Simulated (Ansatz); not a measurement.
# Rb4As: the cost of one run

Computed with Ansatz 0.2.0 (DFT PBE, scalar-relativistic, plane waves, PAW, unless a step's input says otherwise).

1 further run of the same task is left out (it didn't finish).

## (1) The structure to begin with

The structure is cubic, space group Pm-3m (No. 221). The conventional cell has a = 5.904 Å, b = 5.904 Å, c = 5.904 Å, α = 90.00°, β = 90.00°, γ = 90.00°. Around Rb (site symmetry m-3m) lie 6 Rb at 2.95 Å. Rb (site symmetry 4/mmm) is surrounded by 10 Rb at 2.95 to 4.17 Å and 4 As at 4.17 Å. As (site symmetry m-3m) has 12 Rb at 4.17 Å as nearest neighbours.

Structure file:

```cif
data_structure
_symmetry_space_group_name_H-M 'Pm-3m'
_symmetry_Int_Tables_number 221
_cell_length_a 5.9037
_cell_length_b 5.9037
_cell_length_c 5.9037
_cell_angle_alpha 90.000
_cell_angle_beta 90.000
_cell_angle_gamma 90.000
_cell_volume 205.77
loop_
_atom_site_label
_atom_site_type_symbol
_atom_site_symmetry_multiplicity
_atom_site_Wyckoff_symbol
_atom_site_fract_x
_atom_site_fract_y
_atom_site_fract_z
_atom_site_occupancy
Rb1 Rb 1 b 0.50000 0.50000 0.50000 1
Rb2 Rb 3 c 0.00000 0.50000 0.50000 1
As1 As 1 a 0.00000 0.00000 0.00000 1
```

The cell is invented: random cell by space group and Wyckoff sites (Pm-3m, No. 221). Lengths come from tabulated atomic sizes and are only a guess.

## (2) The guess as it stands, on a coarse mesh

The input, input.yaml:

```yaml
crystal:
  lattice:
    - [5.90371664, 0.0, 0.0]
    - [0.0, 5.90371664, 0.0]
    - [0.0, 0.0, 5.90371664]
  atoms:
    - { symbol: Rb, position: [0.5, 0.5, 0.5] }
    - { symbol: Rb, position: [0.0, 0.5, 0.5] }
    - { symbol: Rb, position: [0.5, 0.0, 0.5] }
    - { symbol: Rb, position: [0.5, 0.5, 0.0] }
    - { symbol: As, position: [0.0, 0.0, 0.0] }
basis:
  ecutwfc: 420
kpoints:
  mp_grid: { grid: [4, 4, 4] }
hamiltonian:
  xc: pbe
scf:
  occupations: { method: gaussian, width: 0.1 }
  lower_state_search: "off"
output:
  forces: true
  stress: true
  eigenvalues: true
```

The run is started by

```bash
$ ansatz run input.yaml --threads 1 --pin off --max-ram 2048MiB --backend cpu --events-out ev --progress --plain --runs-dir out
```

Q: Estimate wall time and peak memory on 1 thread of Arm Neoverse V2, shared host.

About 4 s, with a peak of 0.38 GiB.
